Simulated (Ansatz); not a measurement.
# C2H4BClSi: up Jacob's ladder to CCSD(T)

How much do the methods differ for C2H4BClSi? The plan is to run it at one geometry with functionals of several rungs and with coupled cluster, and see how far each lands from CCSD(T) at the basis-set limit for the atomisation energy.

The runs use Ansatz 0.2.0, Gaussian basis; functionals in def2-TZVPP, the program's frozen cores in correlated methods.

The runs, in order: LDA (SPW92), PBE-D4, revPBE-D4, BLYP-D4, r2SCAN-D4, B97M-V, PBE0-D4, B3LYP-D4, r2SCANh-D4, r2SCAN0-D4, HSE06-D4, BHLYP-D4, CAM-B3LYP-D4, LC-ωPBE, ωB97X-V, ωB97M-V, B2PLYP, PBE-QIDH; CCSD(T)/def2-SVP; CCSD(T)/def2-TZVPP; MP2/def2-QZVPP; extrapolation to the limit; RPA on PBE.

## 1. The geometry

All runs share one geometry, relaxed beforehand with PBE0-D4 in a triple-zeta def2 set.

SMILES `[SiH3]C1=C(Cl)B1`, 9 atoms, charge 0, spin multiplicity 1.

Atoms are counted from 1 here; the program's logs count them from 0.

Bond lengths: Si1–C2 1.852 Å, Si1–H6 1.484 Å, Si1–H7 1.484 Å, Si1–H8 1.484 Å, C2–C3 1.347 Å, C2–B5 1.492 Å, C3–Cl4 1.689 Å, C3–B5 1.455 Å, B5–H9 1.181 Å. Angles: C2–Si1–H6 108.3°, C2–Si1–H7 111.3°, C2–Si1–H8 108.3°, H6–Si1–H7 109.8°, H6–Si1–H8 109.5°, H7–Si1–H8 109.8°, Si1–C2–C3 143.7°, Si1–C2–B5 154.9°, C3–C2–B5 61.4°, C2–C3–Cl4 138.0°, C2–C3–B5 64.2°, Cl4–C3–B5 157.8°, C2–B5–C3 54.4°, C2–B5–H9 150.4°, C3–B5–H9 155.2°.

As a file:

```xyz
9
charge 0, multiplicity 1
Si   -1.44639    0.17786   -0.41409
C     0.28355   -0.03510    0.21097
C     1.56161   -0.22010   -0.17363
Cl    2.42659   -0.38388   -1.61545
B     1.33732   -0.14295    1.26182
H    -1.95776    1.48494    0.06826
H    -1.49269    0.13749   -1.89698
H    -2.28047   -0.91565    0.14371
H     1.65684   -0.14892    2.39840
```

## 2. LDA

This LDA is Slater exchange with PW92 correlation.

Input file in.yaml:

```yaml
crystal:
  periodic: [false, false, false]
  atoms:
    - {symbol: Si, position_ang: [-1.446393, 0.177865, -0.414094]}
    - {symbol: C, position_ang: [0.283553, -0.035101, 0.210966]}
    - {symbol: C, position_ang: [1.561609, -0.220104, -0.173634]}
    - {symbol: Cl, position_ang: [2.426593, -0.383875, -1.615452]}
    - {symbol: B, position_ang: [1.337322, -0.142949, 1.261821]}
    - {symbol: H, position_ang: [-1.957765, 1.484938, 0.068259]}
    - {symbol: H, position_ang: [-1.492688, 0.137492, -1.896978]}
    - {symbol: H, position_ang: [-2.280468, -0.915647, 0.143713]}
    - {symbol: H, position_ang: [1.656840, -0.148920, 2.398397]}
basis:
  gaussian: {orbitals: def2-TZVPP}
hamiltonian: {xc: lda}
output: {orbitals: {seedname: orbitals}}
```

Launch:

```
$ ansatz run in.yaml --threads 2 --pin off --events-out ev --progress --plain --max-ram 4352MiB
```

After this run come: PBE-D4 (GGA); revPBE-D4 (GGA); BLYP-D4 (GGA); r2SCAN-D4 (meta-GGA); B97M-V (meta-GGA); B3LYP-D4 (hybrid); r2SCANh-D4 (hybrid); r2SCAN0-D4 (hybrid); HSE06-D4 (hybrid); BHLYP-D4 (hybrid); CAM-B3LYP-D4 (range-separated); LC-ωPBE (range-separated); ωB97X-V (range-separated); ωB97M-V (range-separated); B2PLYP (double hybrid); PBE-QIDH (double hybrid); CCSD(T) in def2-SVP; CCSD(T) in def2-TZVPP; MP2 in def2-QZVPP; RPA on PBE orbitals.

**Question.** What will the summary of the whole plan be? Wanted: atomisation energy, CCSD(T)/CBS; farthest beyond LDA; mean size of error, GGA; mean size of error, meta-GGA; mean size of error, hybrid; mean size of error, range-separated; mean size of error, double hybrid; gap, smallest and largest; T1 diagnostic.

**Answer**, as computed:

| quantity | value |
| --- | --- |
| atomisation energy, CCSD(T)/CBS | 3300.4 kJ/mol |
| functionals within 16.5 kJ/mol (0.5 %) | BLYP-D4, r2SCAN0-D4, B2PLYP |
| farthest beyond LDA | PBE-D4 (+111.7 kJ/mol) |
| mean size of error, GGA | 50.4 kJ/mol |
| mean size of error, meta-GGA | 59.4 kJ/mol |
| mean size of error, hybrid | 41.6 kJ/mol |
| mean size of error, range-separated | 32.4 kJ/mol |
| mean size of error, double hybrid | 21.7 kJ/mol |
| gap, smallest and largest | 4.42 eV (LDA (SPW92)), 11.78 eV (LC-ωPBE) |
| T1 diagnostic | 0.0119 |
| triples share of the correlation energy | 4.6 % |

**Reading.** LDA overbinds by 511.1 kJ/mol (15 %). PBE-D4 is off by +111.7 kJ/mol. Double hybrids carry the basis error of their MP2 part in triple zeta, and no dispersion term here, so their miss is partly the set-up's. By mean error the best rung here is double hybrid (21.7 kJ/mol) and the worst beyond LDA is meta-GGA (59.4 kJ/mol). The reference freezes the cores and leaves out relativity and excitations past (T), so misses under about 16.5 kJ/mol can't be ranked. Hartree-Fock recovers 75 % of the binding; the rest is correlation. CCSD(T) in def2-SVP is off by -161.6 kJ/mol, so the small basis spoils what the method gains. The gap grows from 4.4 to 11.8 eV across the functionals, mostly with the share of exact exchange.
